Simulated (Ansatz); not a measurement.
# GeAsH₃ (quintet): from Hartree-Fock to the top rungs, cc-pVTZ

An exercise on one series of results from a longer session: the logs are not shown, and one member is left open.

Program: Ansatz 0.2.0, Gaussian basis. Level of theory: cc-pVTZ, core rule «outside noble gas», up to 28 orbitals frozen. These are calculated values, not measurements.

The runs, in order: UHF; CCSD(T) on ROHF; CCSD(T) on UHF; BCCD(T) on ROHF; CCSDT(Q) on ROHF; CCSDT(Q) on UHF; CASSCF and NEVPT2, 12 electrons in 11 orbitals.

9 further runs of the same task are left out: 1 for a known fault of the program, 3 that didn't finish, 5 set aside as unsound or not needed. Runs told in other sessions of the task aren't counted.

## The geometry

The geometry is a PBE0/def2-TZVP stationary point (not a proven minimum) of the parent state, kept for this charge and spin. No spin-orbit coupling is included. The filled d shell of Ge, As may be among the frozen orbitals whatever the setting's name suggests.

5 atoms, charge 0, spin multiplicity 5.

Atoms are counted from 1 here; the program's logs count them from 0.

Bond lengths: Ge1–As2 2.417 Å, Ge1–H3 1.540 Å, Ge1–H4 1.540 Å, Ge1–H5 1.540 Å. Angles: As2–Ge1–H3 110.3°, As2–Ge1–H4 110.3°, As2–Ge1–H5 110.3°, H3–Ge1–H4 108.7°, H3–Ge1–H5 108.7°, H4–Ge1–H5 108.7°.

The first run:

in.yaml

```yaml
crystal:
  periodic: [false, false, false]
  atoms:
    - {symbol: Ge, position_ang: [-1.191943, -0.008234, 0.002120]}
    - {symbol: As, position_ang: [1.225257, 0.008464, -0.002179]}
    - {symbol: H, position_ang: [-1.734783, 1.432476, 0.005020]}
    - {symbol: H, position_ang: [-1.717585, -0.735786, 1.252999]}
    - {symbol: H, position_ang: [-1.722058, -0.732435, -1.248816]}
basis:
  gaussian: {orbitals: cc-pVTZ}
magnetization: {spin_polarized: true, initial_magnetization: 4}
hamiltonian: {xc: hf}
output: {orbitals: {seedname: orbitals}}
```

Command:

```bash
$ ansatz run in.yaml --threads 1 --pin off --events-out ev --progress --plain --max-ram 4096MiB --backend cpu
```

Steps of the session up to this table: UHF; CCSD(T) on ROHF; CCSD(T) on UHF; BCCD(T) on ROHF; CCSDT(Q) on ROHF; CCSDT(Q) on UHF; CASSCF and NEVPT2, 12 electrons in 11 orbitals.

One of the session's tables, all rows but one given; the rest of the session is left out.

| method | from RCCSDT(Q) (meV) |
| --- | --- |
| ROHF | +6891.2 |
| UHF | +6801.1 |
| RMP2 | +1283.1 |
| UMP2 | +1271.7 |
| RCCSD | +287.7 |
| UCCSD | +261.7 |
| RCCSD(T) | +48.2 |
| UCCSD(T) | +24.3 |
| BCCD(T) | +46.8 |
| RCCSDT | +9.5 |
| UCCSDT | ? |
| RCCSDT(Q) | 0 |
| UCCSDT(Q) | -24.6 |
| CASSCF valence | +5566.9 |
| NEVPT2 valence | +1347.2 |

Q: Estimate the row for UCCSDT from the others.

As computed: from RCCSDT(Q) (meV): -14.9. In the column «from RCCSDT(Q) (meV)» it lies between UCCSDT(Q) (-24.6) and RCCSDT(Q) (0).

To keep in mind: Restricted and unrestricted rows rest on different reference determinants; a gap between their highest levels can come from leftover correlation error, from unlike frozen cores or from another state.
